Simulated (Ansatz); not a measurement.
# H4N2Si2: the cost of one run

Program: Ansatz 0.2.0. Level of theory: DFT wB97X-V, Gaussian basis cc-pV(T+d)Z, and further levels as typed in the inputs. These are calculated values, not measurements.

### 1 The starting structure

Bond lengths: Si1–N3 1.764 Å, Si2–N3 1.780 Å, Si1–N4 1.779 Å, Si2–N4 1.772 Å, N3–N4 1.478 Å, Si1–H5 1.473 Å, Si1–H6 1.438 Å, Si2–H7 1.474 Å, Si2–H8 1.418 Å. Angles (14 of 18 angles, heavy atoms first): Si1–N3–Si2 123.8°, Si1–N3–N4 65.9°, Si2–N3–N4 65.1°, N3–Si1–N4 49.3°, N3–Si2–N4 49.2°, Si1–N4–Si2 123.4°, Si1–N4–N3 64.8°, Si2–N4–N3 65.7°, N3–Si1–H5 132.7°, N3–Si1–H6 113.1°, N4–Si1–H5 133.7°, N4–Si1–H6 112.8°, N3–Si2–H7 132.7°, N3–Si2–H8 114.9°.

Coordinates:

```xyz
8

Si    1.5662   -0.0061    0.1947
Si   -1.5607    0.0087    0.1770
N     0.0174    0.7424   -0.1968
N    -0.0025   -0.7354   -0.2206
H     2.3968   -0.0038    1.4113
H     2.4890   -0.0017   -0.9088
H    -2.3996    0.0058    1.3890
H    -2.4886    0.0090   -0.8950
```

### 2 Relaxing the atoms: H4N2Si2

Input file input.yaml:

```yaml
relax:
  f_tol: 0.001
  max_steps: 200
crystal:
  periodic: [false, false, false]
  atoms:
    - { symbol: Si, position_ang: [1.566243, -0.006118, 0.194718] }
    - { symbol: Si, position_ang: [-1.56073, 0.008654, 0.176985] }
    - { symbol: "N", position_ang: [0.017448, 0.742388, -0.19681] }
    - { symbol: "N", position_ang: [-0.002494, -0.735379, -0.220601] }
    - { symbol: H, position_ang: [2.396776, -0.003841, 1.411338] }
    - { symbol: H, position_ang: [2.489001, -0.001724, -0.908779] }
    - { symbol: H, position_ang: [-2.399578, 0.005828, 1.388994] }
    - { symbol: H, position_ang: [-2.488553, 0.009016, -0.894975] }
basis:
  gaussian: { orbitals: "cc-pV(T+d)Z.json" }
hamiltonian:
  xc: { name: wB97X-V }
```

Command:

```sh
$ ansatz run input.yaml --threads 4 --pin off --max-ram 8192MiB --backend cpu --events-out ev --progress --plain --runs-dir out
```

**Question.** How long does this run take on 4 threads of AMD EPYC 7R43 (Zen 3), shared host, and how much memory does it need?

About 54 s, with a peak of 0.65 GiB.
